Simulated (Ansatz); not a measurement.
**UPBE-QIDH/def2-TZVP run of BCl2 (SMILES Cl[B]Cl)**

What is the electronic atomisation energy of BCl2 at UPBE-QIDH/def2-TZVP? 

The calculation is run with Ansatz 0.2.0.

40 further runs of the same task are left out: 40 set aside as unsound or not needed.

### 1 The structure to begin with

The species is BCl2 (3 atoms), meant as a doublet with charge 0. As SMILES, `Cl[B]Cl`. The coordinates come from a PBE0-D4/def2-TZVP relaxation.

Bond lengths: Cl1–B2 1.720 Å, B2–Cl3 1.720 Å. Angles: Cl1–B2–Cl3 125.4°.

### 2 The energy at UPBE-QIDH/def2-TZVP

The input, in.yaml:

```yaml
crystal:
  periodic: [false, false, false]
  atoms:
    - {symbol: Cl, position_ang: [0.371500, -1.525600, 0.030000]}
    - {symbol: B, position_ang: [-0.463900, -0.050300, -0.256900]}
    - {symbol: Cl, position_ang: [0.081500, 1.511100, 0.213700]}
basis:
  gaussian: {orbitals: def2-TZVP}
total_charge: 0
magnetization: {spin_polarized: true, initial_magnetization: 1}
hamiltonian: {xc: {name: PBE-QIDH}}
correlation: {frozen_orbitals: {B: 1, Cl: 5}}
accuracy: high
output: {orbitals: {seedname: orbitals}}
```

Command:

```bash
$ ansatz run in.yaml --threads 1 --pin off --max-ram 3480MiB --events-out events.jsonl --progress --plain --runs-dir runs
```

Log:

```text
Warning: RAYON_NUM_THREADS=1 ignored (pool sized by the plan → 1); use --threads N
Functional definition: PBE-QIDH
  name "PBE-QIDH"
  parameter a = 3^(-1/3)
  parameter c = 1/3
  exchange = (1 - a)*pbe_x + a*exact_x
  correlation = (1 - c)*pbe_c + c*(mp2_os + mp2_ss)
1585 factors; integrals over basis functions are off by at most 3.6e-9 eV
mean field evaluation 1: about -25703.1707 eV, gradient 8.0e0 eV
mean field evaluation 2: about -25703.3070 eV, gradient 8.1e0 eV
mean field evaluation 4: about -25704.0319 eV, gradient 1.9e0 eV
mean field evaluation 8: about -25704.0834 eV, gradient 2.6e-1 eV
mean field evaluation 16: about -25704.0848 eV, gradient 7.6e-4 eV
mean field -25704.08476000 eV, -944.6076920754 hartree, gradient 3.4e-8 eV, S^2 0.754471; 0 other end points of the search recorded, 0 dependent functions left out
11 core orbitals not correlated: weight in the atoms' cores, before any rotation towards them, 1.000 or more for the frozen orbitals, at most 0.000 for the correlated occupied ones
reference -25704.08476082 eV, -944.6076921057 hartree; 9, 8 occupied and 85, 86 virtual orbitals, 1585 factors
second order -13.64886241 eV of doubles, -0.00000000 eV of singles
Total energy: -25708.63438162 eV, -944.7748875864 hartree
```

Wall time 14 s (1 thread of Arm Neoverse V1, shared host); peak memory 0.36 GiB.

### 3 The B atom at the same level

The input, in.yaml:

```yaml
basis:
  gaussian: {orbitals: def2-TZVP}
crystal:
  periodic: [false, false, false]
  atoms:
    - symbol: B
      position_ang: [0.000000, 0.000000, 0.000000]
magnetization: {spin_polarized: true, initial_magnetization: 1}
hamiltonian: {xc: {name: PBE-QIDH}}
correlation: {frozen_orbitals: {B: 1}}
accuracy: high
```

Run the same way, it converges to -24.61334 Eh (log not shown).

### 4 The Cl atom at the same level

The input, job.yaml:

```yaml
crystal:
  periodic: [false, false, false]
  atoms:
    - symbol: Cl
      position_ang: [0.000000, 0.000000, 0.000000]
basis:
  gaussian:
    orbitals: def2-TZVP
magnetization:
  spin_polarized: true
  initial_magnetization: 1
hamiltonian:
  xc: {name: PBE-QIDH}
correlation:
  frozen_orbitals: {Cl: 5}
accuracy: high
```

Run the same way, it converges to -459.91325 Eh (log not shown).

### 5 Results

At UPBE-QIDH/def2-TZVP, 11 core orbitals frozen:

| quantity | value |
| --- | --- |
| molecule: total energy | -944.77489 Eh |
| molecule: HOMO energy (SCF part's orbitals) (highest over α and β) | -8.62 eV |
| molecule: LUMO energy (SCF part's orbitals) (lowest over α and β) | 0.01 eV |
| molecule: ⟨S²⟩ | 0.754 |
| B atom: total energy | -24.61334 Eh |
| B atom: ⟨S²⟩ | 0.757 |
| Cl atom: total energy | -459.91325 Eh |
| Cl atom: ⟨S²⟩ | 0.757 |
| electronic atomisation energy | 9.117 eV |

What this shows: Taking the molecule apart into free atoms costs 9.12 eV (880 kJ/mol), before zero-point energy and without spin-orbit coupling.
